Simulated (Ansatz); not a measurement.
# ClH3Se3Si: the cost of one run

Program: Ansatz 0.2.0, Gaussian basis. Level of theory: functionals in def2-TZVPP, the program's frozen cores in correlated methods. These are calculated values, not measurements.

Levels to be run: PBE-D4, r2SCAN-D4, PBE0-D4, B3LYP-D4, ωB97X-V, ωB97M-V, B2PLYP; CCSD(T)/def2-TZVPP; MP2/def2-QZVPP; extrapolation to the limit.

### 1 The geometry

All runs share one geometry, relaxed beforehand with PBE0-D4 in a triple-zeta def2 set.

SMILES `Cl[Si]([SeH])([SeH])[SeH]`, 8 atoms, charge 0, spin multiplicity 1.

Atoms are counted from 1 here; the program's logs count them from 0.

Bond lengths: Cl1–Si2 2.052 Å, Si2–Se3 2.263 Å, Si2–Se4 2.268 Å, Si2–Se5 2.269 Å, Se3–H6 1.471 Å, Se4–H7 1.470 Å, Se5–H8 1.470 Å. Angles: Cl1–Si2–Se3 114.1°, Cl1–Si2–Se4 103.9°, Cl1–Si2–Se5 103.5°, Se3–Si2–Se4 106.2°, Se3–Si2–Se5 111.6°, Se4–Si2–Se5 117.6°, Si2–Se3–H6 93.0°, Si2–Se4–H7 92.0°, Si2–Se5–H8 91.9°.

### 2 PBE-D4 (GGA)

Input file in.yaml:

```yaml
crystal:
  periodic: [false, false, false]
  atoms:
    - {symbol: Cl, position_ang: [-2.490116, -0.533605, -0.661485]}
    - {symbol: Si, position_ang: [-0.568023, 0.014974, -0.198396]}
    - {symbol: Se, position_ang: [-0.135516, 0.074880, 2.021895]}
    - {symbol: Se, position_ang: [-0.422334, 2.156867, -0.930632]}
    - {symbol: Se, position_ang: [0.698020, -1.544101, -1.255101]}
    - {symbol: H, position_ang: [0.022022, -1.384622, 2.108684]}
    - {symbol: H, position_ang: [0.970483, 2.271337, -0.474147]}
    - {symbol: H, position_ang: [1.925486, -1.055710, -0.610819]}
basis:
  gaussian: {orbitals: def2-TZVPP}
hamiltonian: {xc: pbe, dispersion: d4}
output: {forces: true, orbitals: {seedname: orbitals}}
```

Command:

```console
$ ansatz run in.yaml --threads 2 --pin off --events-out ev --progress --plain --max-ram 32768MiB --backend cpu
```

**Question.** How long does this run take on 2 threads of AMD EPYC 7R13, shared host, and how much memory does it need?

About 6 s, with a peak of 0.53 GiB.
